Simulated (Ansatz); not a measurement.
# TiF5−: geometry optimisation

Aim: relax TiF5− from a cheap starting geometry, and look at its orbitals and charge.

Computed with Ansatz 0.2.0, Gaussian basis. Level: RKS PBE0-D4/def2-TZVPD.

The runs, in order: relaxation at PBE0-D4/def2-TZVPD; a single point in def2-TZVPPD for the fields.

## Step 1: The system as given

SMILES `[F][Ti-]([F])([F])([F])[F]`, 6 atoms, charge -1, spin multiplicity 1.

Atoms are counted from 1 here; the program's logs count them from 0.

Bond lengths: F1–Ti2 1.767 Å, Ti2–F3 1.764 Å, Ti2–F4 1.763 Å, Ti2–F5 1.767 Å, Ti2–F6 1.763 Å. Angles: F1–Ti2–F3 90.0°, F1–Ti2–F4 90.0°, F1–Ti2–F5 179.9°, F1–Ti2–F6 90.0°, F3–Ti2–F4 120.1°, F3–Ti2–F5 90.0°, F3–Ti2–F6 120.0°, F4–Ti2–F5 90.0°, F4–Ti2–F6 120.0°, F5–Ti2–F6 90.0°.

As a file:

```xyz
6

F    -0.9274   -1.1899    0.9190
Ti   -0.0005    0.0002   -0.0003
F     1.4970   -0.8063    0.4683
F    -0.8400   -0.4831   -1.4735
F     0.9283    1.1889   -0.9194
F    -0.6574    1.2902    1.0058
```

The start is a GFN2-xTB geometry.

## Step 2: Optimising with PBE0-D4/def2-TZVPD

in.yaml reads:

```yaml
crystal:
  periodic: [false, false, false]
  atoms:
    - {symbol: F, position_ang: [-0.927380, -1.189910, 0.919030]}
    - {symbol: Ti, position_ang: [-0.000470, 0.000180, -0.000250]}
    - {symbol: F, position_ang: [1.496950, -0.806310, 0.468290]}
    - {symbol: F, position_ang: [-0.840020, -0.483080, -1.473510]}
    - {symbol: F, position_ang: [0.928340, 1.188920, -0.919350]}
    - {symbol: F, position_ang: [-0.657410, 1.290190, 1.005790]}
basis:
  gaussian: {orbitals: def2-TZVPD}
total_charge: -1
hamiltonian: {xc: pbe0, dispersion: d4}
relax: {f_tol: 0.005, max_steps: 150}
```

The run is started by

```bash
ansatz run in.yaml --threads 2 --pin off --events-out ev --progress --plain --max-ram 32768MiB --backend cuda --devices 0, --max-vram 18GiB
```

After this run come: Fields at the relaxed geometry.

Q: Predict the results of all the runs planned. Wanted: point group; shift from the start; total energy; dispersion term; HOMO, LUMO.

As calculated:

| quantity | value |
| --- | --- |
| point group | D3h |
| steps | 4 |
| shift from the start (rms) | 0.050 Å |
| total energy | -36699.1638 eV |
| dispersion term | -106 meV |
| HOMO, LUMO | -5.56, 2.73 eV |

The relaxed geometry lies 0.05 Å (rms) from the start; the bond that changed most is Ti2–F5, from 1.767 to 1.840 Å. No vibrations were run, so it is not proven to be a minimum. The largest Mulliken charge, +2.24 e, sits on Ti2. The HOMO lies mostly on F1, F5 about 31 % each; F3 24 % and the LUMO on Ti2 79 %.
